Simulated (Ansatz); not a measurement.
**SiGeC (quintet): from Hartree-Fock to the top rungs, cc-pVDZ**

The task here is to estimate one member of a computed series from the others.

Computed with Ansatz 0.2.0, Gaussian basis. Level: cc-pVDZ, core rule «outside noble gas», up to 20 orbitals frozen.

The runs, in order: UHF; CCSD(T) on ROHF; CCSD(T) on UHF; BCCD(T) on ROHF; CISD; CCSDT(Q) on ROHF; CCSDT(Q) on UHF; CASSCF and MRCISD+Q, 12 electrons in 11 orbitals; CASSCF and NEVPT2, 12 electrons in 11 orbitals.

26 further runs of the same task are left out: 1 for a known fault of the program, 11 that didn't finish, 14 set aside as unsound or not needed.

## What is computed

The geometry is a PBE0/def2-TZVP stationary point (not a proven minimum) of the parent state, kept for this charge and spin. No spin-orbit coupling is included. The filled d shell of Ge may be among the frozen orbitals whatever the setting's name suggests; the logs give the count.

3 atoms, charge 0, spin multiplicity 5.

Atoms are counted from 1 here; the program's logs count them from 0.

Bond lengths: Ge1–C2 1.868 Å, C2–Si3 1.752 Å. Angles: Ge1–C2–Si3 180.0°.

Geometry (Å):

```xyz
3

Ge    0.0000    0.0000    1.8296
C     0.0000    0.0000   -0.0386
Si    0.0000    0.0000   -1.7910
```

The first run:

in.yaml reads:

```yaml
crystal:
  periodic: [false, false, false]
  atoms:
    - {symbol: Ge, position_ang: [0.000000, 0.000000, 1.829607]}
    - {symbol: C, position_ang: [0.000000, 0.000000, -0.038606]}
    - {symbol: Si, position_ang: [0.000000, 0.000000, -1.791001]}
basis:
  gaussian: {orbitals: cc-pVDZ}
magnetization: {spin_polarized: true, initial_magnetization: 4}
hamiltonian: {xc: hf}
output: {orbitals: {seedname: orbitals}}
```

On the command line:

```sh
> ansatz run in.yaml --threads 1 --pin off --events-out ev --progress --plain --max-ram 2393MiB
```

Steps of the session up to this table: UHF; CCSD(T) on ROHF; CCSD(T) on UHF; BCCD(T) on ROHF; CISD; CCSDT(Q) on ROHF; CCSDT(Q) on UHF; CASSCF and MRCISD+Q, 12 electrons in 11 orbitals; CASSCF and NEVPT2, 12 electrons in 11 orbitals.

One table of the session follows, with a row left open; its other results are not shown here.

```
           method  from RCCSDT(Q) (kcal/mol)
             RMP2                     +34.49
             UMP2                     +45.73
            RCCSD                     +17.35
            UCCSD                     +16.38
         RCCSD(T)                      +3.48
         UCCSD(T)                      +5.74
          BCCD(T)                      +3.84
           RCCSDT                          ?
           UCCSDT                      +2.01
        RCCSDT(Q)                          0
        UCCSDT(Q)                      -0.34
  CASSCF frontier                    +123.49
  NEVPT2 frontier                     +28.29
  MRCISD frontier                     +13.38
MRCISD+Q frontier                      +2.19
```

**Question.** Estimate the row for RCCSDT.

As computed: from RCCSDT(Q) (kcal/mol): +2.22. In the column «from RCCSDT(Q) (kcal/mol)» it lies between MRCISD+Q frontier (+2.19) and RCCSD(T) (+3.48).

Not comparable, so not listed: CISD (they don't share determinant, frozen orbitals or solution with the rows shown, or repeat one).

To keep in mind: The report flags that the cluster equations may have other roots. Left out of the table: ROHF, UHF (another determinant or state than the rows shown). The program flags RCCSD(T), BCCD(T), RCCSDT(Q) as in doubt, so the zero of the table is itself unsure. Warnings: coupled cluster took another determinant than the lowest; large T1 diagnostic. Restricted and unrestricted rows rest on different reference determinants; where their highest levels disagree by more than a few hundredths of an eV, they describe different states and don't form one ladder.
